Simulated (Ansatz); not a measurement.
Crystal: GdO.

```
CELL_PARAMETERS angstrom
2.80181 0.00000 0.00000
0.00000 2.80181 0.00000
0.00000 0.00000 2.80181
ATOMIC_POSITIONS crystal
Gd 0.00000 0.00000 0.00000
O 0.50000 0.50000 0.50000
```

The cell comes from a database or a generator and needn't be the stable form of this composition.

Base run:

| Quantity | Value |
| --- | --- |
| Program | Ansatz 0.2.0 |
| Functional | r2SCAN |
| Potentials or basis | Ansatz PAW |
| Cutoff | 500 eV (not typed: the program's choice for these potentials) |
| k mesh | 9 × 9 × 9 |
| Occupations | fermi-dirac, width 0.05 eV |
| Spin | collinear spin, ferromagnetic start |
| Starting moments | [7.0, 0.0] μB |
| Hubbard terms | Gd f U = 6 eV |

Its results: band gap on the k mesh none (metal or under the smearing width); pressure 53.6 GPa; net moment 7.60 μB per cell; site moments Gd +7.19; O -0.02 μB.

Q: The run is repeated on the same cell with these changes: hubbard terms from Gd f U = 6 eV to Gd f U = 8 eV. What comes out?

A: Band gap on the k mesh none (metal or under the smearing width); pressure 54.5 GPa; net moment 7.60 μB per cell; site moments Gd +7.19; O -0.02 μB.

Caveats: the magnetic or orbital state may not be the lowest; a pressure of tens of GPa on the cell as given is suspect, and the run, the potentials or the cell itself is likely at fault; spin-orbit coupling is left out, which moves the levels of the heavy elements; a cell with one magnetic atom can't hold antiferromagnetic order, which such compounds often take; the PAW data sets come from PBE, with cores solved anew for the run's functional, which leaves a small shift of forces and pressure.
